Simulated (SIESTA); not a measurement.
TaAs in SIESTA: the effect of Hubbard term

The system is TaAs.

```
CELL_PARAMETERS angstrom
-1.72181 1.72181 5.86794
1.72181 -1.72181 5.86794
1.72181 1.72181 -5.86794
ATOMIC_POSITIONS crystal
Ta 0.49997 0.49997 0.00000
Ta 0.24997 0.74997 0.50000
As 0.08263 0.08263 0.00000
As 0.83263 0.33263 0.50000
```

The cell is a database's computed one.

Alike in all runs:

- Program: SIESTA 5.4.2
- Task: single point
- Functional: PBE
- Potentials or basis: PseudoDojo 0.4 standard (PBE files)
- Basis: DZP (energy shift 0.003 Ry; two zetas on semicore shells)
- Grid cutoff: 800 Ry
- Energy shift: 0.003 Ry
- k mesh: 8 × 8 × 8
- Occupations: fermi-dirac, width 0.05 eV
- Spin: no spin polarisation
- Hubbard projector method: 1
- U from the first cycle: yes

| Hubbard term | pressure (GPa) | largest force (eV/Å) |
| --- | --- | --- |
| none | 4.5 | 0.06 |
| Ta d U = 2 eV | ? | ? |
| Ta d U = 4 eV | 7.5 | 0.08 |
| Ta d U = 6 eV | 9.3 | 0.10 |

**Question.** What does the run with Hubbard term Ta d U = 2 eV give?

**Answer.** Pressure 5.9 GPa; largest force 0.07 eV/Å.

Worked out: A straight line through the other rows of the pressure, of slope 0.793 GPa per eV, gives 6.0 GPa, against the run's 5.9. A straight line through the other rows of the largest force, of slope 0.00643 eV/Å per eV, gives 0.07 eV/Å, against the run's 0.07.

Caveats: short orbitals over semicore shells can move pressures by several GPa; the basis of atomic orbitals isn't converged, which shifts pressures, moduli and gaps; the U is typed as a test and isn't derived for this compound (some runs); U without spin polarisation on a metal has little footing (some runs).
